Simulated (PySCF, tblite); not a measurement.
**C₆H₆F₃OPS: geometry, infrared bands and NMR shifts**

Aim: predict the infrared bands and NMR shifts of C₆H₆F₃OPS (`C[P@@](=O)(c1ccsc1)C(F)(F)F`).

Computed with tblite 0.8.0 and PySCF 2.14.0, with density-fitted response routines of our own, on a single molecule in the gas phase. Atoms are numbered from 0 throughout.

## 1. The starting structure

18 atoms, charge 0, multiplicity 1; geometry from: force field or distance geometry start.

Bonds of the start (Å): C0–P1 1.79, P1–O2 1.50, P1–C3 1.79, C3–C4 1.37, C4–C5 1.37, C5–S6 1.65, S6–C7 1.72, P1–C8 1.82, C8–F9 1.38, C8–F10 1.36, C8–F11 1.40, C7–C3 1.38, C0–H12 1.13, C0–H13 1.09, C0–H14 1.14, C4–H15 1.10, C5–H16 1.10, C7–H17 1.06.

## 2. Relaxing the molecule with GFN2-xTB

Job settings and geometry (Å):

```
{"job": {"kind": "relax", "xc": "GFN2-xTB", "basis": "xTB"}, "charge": 0, "multiplicity": 1}
C     -1.573000     1.113400     1.200500
P     -0.915000     0.392000    -0.304600
O     -1.283200     1.300200    -1.434600
C      0.868900     0.235200    -0.299700
C      1.536500    -0.832500     0.250100
C      2.898700    -0.710200     0.112900
S      3.367400     0.679800    -0.648600
C      1.730500     1.172000    -0.827000
C     -1.701900    -1.226500    -0.587900
F     -1.869300    -1.416800    -1.941700
F     -1.008400    -2.262700    -0.038700
F     -2.978100    -1.164900    -0.018600
H     -1.924000     0.293600     1.900100
H     -0.900600     1.768400     1.752500
H     -2.512000     1.718200     0.973400
H      1.083500    -1.703700     0.741700
H      3.642100    -1.441200     0.476900
H      1.529200     2.092000    -1.318500
```

Run with:

```bash
$ OMP_NUM_THREADS=1 python probes_run.py task.json out
```

One launch serves the whole session: the jobs run in the order shown.

**Question.** This job is followed by: GFN2-xTB harmonic vibrations, gas phase; GIAO PBE0/pcSseg-1 NMR shielding, non-relativistic, gas phase. Predict these results of the whole session: strongest single infrared mode (GFN2-xTB); zero-point energy (GFN2-xTB); 13C shifts against TMS (PBE0/pcSseg-1); 1H shifts against TMS (PBE0/pcSseg-1, means over atoms taken as alike); 31P shifts against H3PO4 (PBE0/pcSseg-1); 17O shifts against H2O (PBE0/pcSseg-1); 33S shifts against CS2 (PBE0/pcSseg-1); 19F shifts against CFCl3 (PBE0/pcSseg-1, means over atoms taken as alike).

As calculated:

| quantity | value |
| --- | --- |
| strongest single infrared mode (GFN2-xTB) | 1077 cm⁻¹, 204 km/mol |
| zero-point energy (GFN2-xTB) | 69.1 kcal/mol |
| 13C shifts against TMS (PBE0/pcSseg-1) | 148.1, 136.9, 134.7, 132.5, 130.7, 17.4 ppm |
| 1H shifts against TMS (PBE0/pcSseg-1, means over atoms taken as alike) | 8.23, 7.39, 7.33, 1.85 ppm |
| 31P shifts against H3PO4 (PBE0/pcSseg-1) | -2.2 ppm |
| 17O shifts against H2O (PBE0/pcSseg-1) | 77.0 ppm |
| 33S shifts against CS2 (PBE0/pcSseg-1) | 252 ppm |
| 19F shifts against CFCl3 (PBE0/pcSseg-1, means over atoms taken as alike) | -93.5 ppm |

The optimisation took 95 steps and gained 0.861 eV; among the close pairs (by a distance rule), P1–C8 changed most, from 1.822 to 1.894 Å. No mode is imaginary among the 48: a minimum at this level. The strongest single mode, at 1077 cm⁻¹, moves mainly C8. Unscaled tight-binding wavenumbers are off by several per cent, some by more. Its intensities can rank the bands wrongly. At PBE0/pcSseg-1: Shielding is most anisotropic at S6 (span 304 ppm, paramagnetic term -804 ppm). NICS(1)zz of -28 ppm above the planar ring from C3 marks a diatropic (aromatic) ring current.
